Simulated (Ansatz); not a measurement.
# CH5FOSn (SMILES [CH3][SnH]([OH])[F]): HF/3-21G

Aim: the energy change on altering one bond length of CH5FOSn at HF/3-21G, from 2 runs. 

The calculation is run with Ansatz 0.2.0.

116 further runs of the same task are left out: 116 set aside as unsound or not needed.

### 1 The system as given

CH5FOSn has 9 atoms, charge 0, and is taken as a singlet. As SMILES, `[CH3][SnH]([OH])[F]`. The coordinates come from a PBE0-D4/def2-TZVP relaxation. This is one conformer, not always the lowest.

Bond lengths: C1–Sn2 2.120 Å, Sn2–O3 1.954 Å, Sn2–F4 1.928 Å, C1–H5 1.090 Å, C1–H6 1.090 Å, C1–H7 1.090 Å, Sn2–H8 1.697 Å, O3–H9 0.960 Å. Some angles: C1–Sn2–O3 112.2°, C1–Sn2–F4 104.4°, O3–Sn2–F4 104.6°, C1–Sn2–H8 121.5°, O3–Sn2–H8 105.6°, F4–Sn2–H8 107.3°, Sn2–C1–H5 109.8°, Sn2–C1–H6 110.0°, Sn2–C1–H7 108.7°, Sn2–O3–H9 113.8°.

### 2 A single-point energy at HF/3-21G

The input, run.yaml:

```yaml
basis:
  gaussian: {orbitals: 3-21G-spherical.json}
crystal:
  periodic: [false, false, false]
  atoms:
    - symbol: C
      position_ang: [-0.348000, 1.320900, -0.172600]
    - symbol: Sn
      position_ang: [-0.271200, -0.757400, 0.237600]
    - symbol: O
      position_ang: [1.527400, -1.346400, 0.725000]
    - symbol: F
      position_ang: [-0.613200, -1.596000, -1.464600]
    - symbol: H
      position_ang: [-1.361700, 1.603400, -0.455800]
    - symbol: H
      position_ang: [-0.043600, 1.885400, 0.708500]
    - symbol: H
      position_ang: [0.329800, 1.539100, -0.997600]
    - symbol: H
      position_ang: [-1.308700, -1.477000, 1.371800]
    - symbol: H
      position_ang: [2.177700, -1.218400, 0.030600]
hamiltonian: {xc: hf}
accuracy: high
output: {orbitals: {seedname: orbitals}}
```

The basis set 3-21G is read from a file made from the Basis Set Exchange's data (not shown).

Command:

```console
$ ansatz run run.yaml --threads 1 --pin off --max-ram 3480MiB --events-out events.jsonl --progress --plain --runs-dir runs
```

Output:

```text
Warning: RAYON_NUM_THREADS=1 ignored (pool sized by the plan → 1); use --threads N
Functional definition: HF
  name "HF"
  exchange = exact_x
  correlation = 0
1463 factors; integrals over basis functions are off by at most 9.5e-9 eV
mean field evaluation 1: about -168985.6542 eV, gradient 4.4e1 eV
mean field evaluation 2: about -168985.8825 eV, gradient 4.5e1 eV
mean field evaluation 4: about -168989.4527 eV, gradient 2.1e0 eV
mean field evaluation 8: about -168989.4912 eV, gradient 2.4e-1 eV
mean field evaluation 16: about -168989.4915 eV, gradient 8.5e-9 eV
mean field -168989.49151707 eV, -6210.2492680609 hartree, gradient 3.1e-8 eV, S^2 0.000000; 0 other end points of the search recorded, 0 dependent functions left out
reference -168989.49151707 eV, -6210.2492680609 hartree; 39, 39 occupied and 29, 29 virtual orbitals, 1463 factors
Total energy: -168989.49151707 eV, -6210.2492680609 hartree
```

It took 1.8 s on 1 thread of Arm Neoverse V1, shared host; peak memory 0.19 GiB.

### 3 The distorted shape at the same level

The input, in.yaml:

```yaml
basis:
  gaussian:
    orbitals: 3-21G-spherical.json
crystal:
  periodic: [false, false, false]
  atoms:
    - {symbol: C, position_ang: [-0.245395, 1.572492, 0.338083]}
    - {symbol: Sn, position_ang: [-0.168595, -0.505808, 0.748283]}
    - {symbol: O, position_ang: [1.630005, -1.094808, 1.235683]}
    - {symbol: F, position_ang: [-0.613200, -1.596000, -1.464600]}
    - {symbol: H, position_ang: [-1.259095, 1.854992, 0.054883]}
    - {symbol: H, position_ang: [0.059005, 2.136992, 1.219183]}
    - {symbol: H, position_ang: [0.432405, 1.790692, -0.486917]}
    - {symbol: H, position_ang: [-1.206095, -1.225408, 1.882483]}
    - {symbol: H, position_ang: [2.280305, -0.966808, 0.541283]}
total_charge: 0
hamiltonian:
  xc: hf
accuracy: high
output: {orbitals: {seedname: orbitals}}
```

The basis set 3-21G is read from a file made from the Basis Set Exchange's data (not shown).

Command:

```console
$ ansatz run in.yaml --threads 1 --pin off --max-ram 3480MiB --events-out events.jsonl --progress --plain --runs-dir runs
```

Output:

```text
Warning: RAYON_NUM_THREADS=1 ignored (pool sized by the plan → 1); use --threads N
Functional definition: HF
  name "HF"
  exchange = exact_x
  correlation = 0
1441 factors; integrals over basis functions are off by at most 9.7e-9 eV
mean field evaluation 1: about -168982.1577 eV, gradient 4.8e1 eV
mean field evaluation 2: about -168982.3458 eV, gradient 4.9e1 eV
mean field evaluation 4: about -168986.9999 eV, gradient 2.7e0 eV
mean field evaluation 8: about -168987.0733 eV, gradient 4.5e-1 eV
mean field evaluation 16: about -168987.0751 eV, gradient 1.4e-6 eV
mean field -168987.07507732 eV, -6210.1604655381 hartree, gradient 3.3e-8 eV, S^2 0.000000; 0 other end points of the search recorded, 0 dependent functions left out
reference -168987.07507732 eV, -6210.1604655381 hartree; 39, 39 occupied and 29, 29 virtual orbitals, 1441 factors
Total energy: -168987.07507732 eV, -6210.1604655381 hartree
```

It took 1.8 s on 1 thread of Arm Neoverse V1, shared host; peak memory 0.19 GiB.

### 4 What came out

At HF/3-21G:

| quantity | value |
| --- | --- |
| first shape: total energy | -6210.24927 Eh |
| first shape: HOMO energy | -11.62 eV |
| first shape: LUMO energy | 3.96 eV |
| first shape: HOMO–LUMO gap | 15.58 eV |
| distorted shape: total energy | -6210.16047 Eh |
| distorted shape: HOMO energy | -11.32 eV |
| distorted shape: LUMO energy | 2.16 eV |
| distorted shape: HOMO–LUMO gap | 13.48 eV |
| energy change with the Sn2–F4 bond stretched from 1.928 to 2.507 Å | 2.416 eV |

In words: With the Sn2–F4 bond stretched from 1.928 to 2.507 Å the energy rises by 2.42 eV (56 kcal/mol). The first shape isn't relaxed at this level, so the change isn't measured from a minimum. Relativity is left out (first shape) although the molecule holds a heavy atom. Relativity is left out (distorted shape) although the molecule holds a heavy atom.
